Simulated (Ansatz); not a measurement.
**CH3B2F: basis-set convergence**

An exercise on one series of results from a longer session: the logs are not shown, and one member is left open.

Method: one geometry, several basis sets; program: Ansatz 0.2.0, Gaussian basis.

Plan: PBE0-D4/def2-SVP; ωB97M-V/def2-SVP; PBE0-D4/def2-QZVPP; ωB97M-V/def2-QZVPP; the functionals' def2-TZVPP values are taken from earlier runs.

**Structure used throughout**

All runs share one geometry, relaxed beforehand with PBE0-D4 in a triple-zeta def2 set.

SMILES `FB1BC1`, 7 atoms, charge 0, spin multiplicity 1.

Atoms are counted from 1 here; the program's logs count them from 0.

Bond lengths: F1–B2 1.303 Å, B2–B3 1.513 Å, B2–C4 1.682 Å, B3–C4 1.487 Å, B3–H5 1.179 Å, C4–H6 1.089 Å, C4–H7 1.101 Å. Angles: F1–B2–B3 177.7°, F1–B2–C4 127.1°, B3–B2–C4 55.2°, B2–B3–C4 68.2°, B2–B3–H5 161.9°, C4–B3–H5 129.9°, B2–C4–B3 56.6°, B2–C4–H6 179.7°, B2–C4–H7 74.1°, B3–C4–H6 123.1°, B3–C4–H7 130.8°, H6–C4–H7 106.1°.

Coordinates:

```xyz
7

F    -1.3691   -1.4026    0.9889
B    -0.8806   -0.5202    0.1635
B    -0.3672    0.5046   -0.8236
C     0.6737    0.1237    0.1682
H    -0.3133    1.2673   -1.7215
H     1.6783    0.5446    0.1686
H     0.6392   -0.5853    1.0101
```

The first run:

File in.yaml:

```yaml
crystal:
  periodic: [false, false, false]
  atoms:
    - {symbol: F, position_ang: [-1.369070, -1.402589, 0.988932]}
    - {symbol: B, position_ang: [-0.880584, -0.520233, 0.163492]}
    - {symbol: B, position_ang: [-0.367248, 0.504638, -0.823647]}
    - {symbol: C, position_ang: [0.673716, 0.123658, 0.168211]}
    - {symbol: H, position_ang: [-0.313260, 1.267309, -1.721462]}
    - {symbol: H, position_ang: [1.678329, 0.544563, 0.168601]}
    - {symbol: H, position_ang: [0.639217, -0.585346, 1.010072]}
basis:
  gaussian: {orbitals: def2-SVP}
hamiltonian: {xc: pbe0, dispersion: d4}
output: {orbitals: {seedname: orbitals}}
```

On the command line:

```console
$ ansatz run in.yaml --threads 2 --pin off --events-out ev --progress --plain --max-ram 4352MiB
```

Among the steps run: PBE0-D4 in def2-SVP; ωB97M-V in def2-SVP; PBE0-D4 in def2-QZVPP; ωB97M-V in def2-QZVPP.

One of the session's tables, all rows but one given; the rest of the session is left out.

It belongs to the step «Density functionals: the series». 

```
functional       basis  HOMO (eV)
   PBE0-D4    def2-SVP      -7.90
   PBE0-D4  def2-TZVPP      -7.99
   PBE0-D4  def2-QZVPP      -8.00
   ωB97M-V    def2-SVP     -10.13
   ωB97M-V  def2-TZVPP     -10.25
   ωB97M-V  def2-QZVPP          ?
```

Estimate the missing values for ωB97M-V, def2-QZVPP.

The run gave: HOMO (eV): -10.26. In the column «HOMO (eV)» it is the lowest.
